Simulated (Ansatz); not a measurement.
# ClH2IO2Si, SMILES O[Si](O)(Cl)I: a rigid torsion scan

With Ansatz's Python interface.

At the Python prompt:
```pycon
>>> import ansatz
>>> from ase import Atoms
>>> BASIS_SET = "def2-SVP"
>>> FUNCTIONAL = "PBE0"
>>> VDW = "d3bj"
>>> FORCE_TOL = 0.02
>>> atoms = Atoms(["O", "Si", "O", "Cl", "I", "H", "H"], positions=[
...     [-0.6345, 0.4481, 1.157],
...     [0.0509, 0.0444, -0.2596],
...     [1.4871, -0.6219, 0.0551],
...     [-1.0307, -1.4184, -1.0421],
...     [0.2434, 1.9288, -1.768],
...     [-1.587, 0.8437, 1.0411],
...     [1.532, -1.2927, 0.7708],
... ])
>>> # start the scan from a relaxed geometry
>>> first = (
...     ansatz.Crystal.molecule_from_ase(atoms).calculation()
...     .basis(gaussian=BASIS_SET)
...     .functional(FUNCTIONAL, dispersion=VDW)
...     .relax(force_tolerance=FORCE_TOL, max_steps=80)
... )
>>> atoms.positions = first.run(threads=1, pin="off").report["positions_ang"]
>>> start = atoms.get_dihedral(0, 1, 2, 6)
>>> energies = {}
>>> for turn in range(0, 360, 40):
...     turned = atoms.copy()
...     turned.set_dihedral(0, 1, 2, 6, start + turn, indices=[2, 6])
...     calc = ansatz.Crystal.molecule_from_ase(turned).calculation()
...     calc = calc.basis(gaussian=BASIS_SET)
...     calc = calc.functional(FUNCTIONAL, dispersion=VDW)
...     energies[round((start + turn) % 360)] = calc.run(threads=1, pin="off").report["free_energy_ev"]
...
>>> floor = min(energies.values())
>>> print("dihedral O0-Si1-O2-H6 (deg)   E - E(min) (kJ/mol)")
dihedral O0-Si1-O2-H6 (deg)   E - E(min) (kJ/mol)
>>> for angle, e in sorted(energies.items()):
...     print(f"{angle:8d} {96.485332 * (e - floor):14.3f}  " + "#" * int(30 * (e - floor) / max(max(energies.values()) - floor, 1e-9)))
...
       9          1.032  ##########
      49          0.000
      89          1.336  #############
     129          2.961  ##############################
     169          2.126  #####################
     209          0.686  ######
     249          1.152  ###########
     289          2.498  #########################
     329          2.868  #############################
```

The scan is rigid and the energies are electronic, in a modest basis. With rigid groups the curve can differ much from the relaxed path, the start wasn't checked as a minimum of this torsion, and equivalent turns needn't return to the same energy. def2 sets replace the cores of elements past krypton by effective core potentials. Finished in 110 s on 1 thread of Arm Neoverse V1 (shared host), peak memory 0.32 GiB.
